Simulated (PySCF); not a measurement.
# RbN (triplet): the SCF solver's settings

Do solver options change the result for RbN (triplet), or only the number of cycles?

Method: each script names its method and basis; program: PySCF 2.14.0.

4 further runs of the same task are left out: 4 that didn't finish.

## (1) The system as given

RbN (triplet): 2 atoms, charge 0, spin multiplicity 3.

Bond lengths: Rb1–N2 2.443 Å.

## (2) The base run

File input.py:

```python
from pyscf import gto, scf, mp

mol = gto.M(
    atom='Rb 0 0 0; N 0 0 2.443',
    basis='crenbl',
    ecp={'Rb': 'crenbl', 'N': 'crenbl'},
    charge=0,
    spin=2,
    verbose=4,
)
mf = scf.UHF(mol)
mf.kernel()
mp.MP2(mf).kernel()
mf.dip_moment()
print('orbital energies (hartree):', [e[max(0, n-3):n+3].round(4) for e, n in zip(mf.mo_energy, mol.nelec)])
```

On the command line:

```
> OMP_NUM_THREADS=1 python input.py
```

The log of this run is left out.

Base result: E(SCF) = -33.345461 Eh, 12 cycles, E(MP2) − E(SCF) = -0.08819 Eh, ⟨S²⟩ = 2.074, μ = 9.83 D (of the SCF density).

The bond length is a typed value, not an optimised one. The triplet is typed in the script; nothing here shows that it is the ground state.

## (3) Convergence threshold 1e-11 hartree

Variant 1 changes convergence threshold: default → 1e-11 hartree.

File input.py:

```python
from pyscf import gto, scf, mp

mol = gto.M(
    atom='Rb 0 0 0; N 0 0 2.443',
    basis='crenbl',
    ecp={'Rb': 'crenbl', 'N': 'crenbl'},
    charge=0,
    spin=2,
    verbose=4,
)
mf = scf.UHF(mol)
mf.conv_tol = 1e-11
mf.kernel()
mp.MP2(mf).kernel()
mf.dip_moment()
print('orbital energies (hartree):', [e[max(0, n-3):n+3].round(4) for e, n in zip(mf.mo_energy, mol.nelec)])
```

On the command line:

```
> OMP_NUM_THREADS=1 python input.py
```

## (4) Initial guess random

Variant 2 changes initial guess: minao → random.

Changes to input.py since step 2:

```diff
@@ -11,2 +11,3 @@
 mf = scf.UHF(mol)
+mf.init_guess = 'random'
 mf.kernel()
```

Q: Predict the outcome of this session. Wanted: for each run, E(SCF); from base; gap, α spin; SCF dipole; after the SCF.

As calculated:

```csv
run,E(SCF) (hartree),from base (eV),cycles,"gap, α spin (eV)",SCF dipole (D),after the SCF
base,-33.345461,0,12,7.72,9.83,MP2 correlation -2.400 eV
convergence threshold 1e-11 hartree,-33.345461,0.0000,14,7.72,9.83,MP2 correlation -2.400 eV
initial guess random,-33.345461,0.0000,12,7.72,9.83,MP2 correlation -2.400 eV
```

Distance from each run's final energy (log10 hartree) by cycle:

```csv
run,cycle 1,cycle 2,cycle 3,cycle 5,cycle 8,cycle 12
base,-1.5,-2.3,-2.7,-3.3,-5.7,< -11
convergence threshold 1e-11 hartree,-1.5,-2.3,-2.7,-3.3,-5.7,-10.6
initial guess random,-1.5,-2.3,-2.7,-3.3,-5.7,< -11
```

In words: No change of the SCF energy comes from convergence threshold 1e-11 hartree or initial guess random. PySCF falls back to minao for a guess that it doesn't know or can't read, so that run repeats the base.
